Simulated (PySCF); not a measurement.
# C8H12: the cost of one run

Computed with PySCF 2.14.0 and routines of our own; the level stands in each step. Atoms count from 0.

## 1. The starting structure

20 atoms, charge 0, multiplicity 1; geometry from: GFN2-xTB.

## 2. Geometry optimisation at PBE0-D3(BJ)/def2-SVP

Job settings and geometry (Å):

```
{"job": {"xc": "PBE0", "basis": "def2-SVP", "d3": "d3bj", "grid": 2, "kind": "geom"}, "charge": 0, "multiplicity": 1}
C      0.380562     1.633840     0.273188
C     -0.795469     1.867695    -0.221822
C     -1.890335     0.853590     0.006615
C     -1.326167    -0.503143     0.441945
C     -0.342572    -1.119210    -0.575518
C      1.090630    -1.345522    -0.069100
C      2.002106    -0.109115    -0.158589
C      1.431997     0.996579     0.691632
H     -1.037483     2.747860    -0.798809
H     -2.445730     0.738870    -0.928614
H     -2.594057     1.214807     0.763219
H     -0.830981    -0.382986     1.406132
H     -2.166305    -1.184839     0.592168
H     -0.733627    -2.090660    -0.885846
H     -0.300148    -0.492198    -1.467126
H      1.058449    -1.697757     0.964533
H      1.546966    -2.136754    -0.670126
H      2.062269     0.208980    -1.201529
H      3.005169    -0.375516     0.178635
H      1.879574     1.186159     1.655975
```

Command:

```bash
> OMP_NUM_THREADS=1 python excited_run.py task.json out
```

This one command runs all jobs of the session in turn.

Q: Estimate the wall time and peak memory of this first job on 1 thread of Arm Neoverse N1, shared host.

About 2.8 min, with a peak of 0.79 GiB.
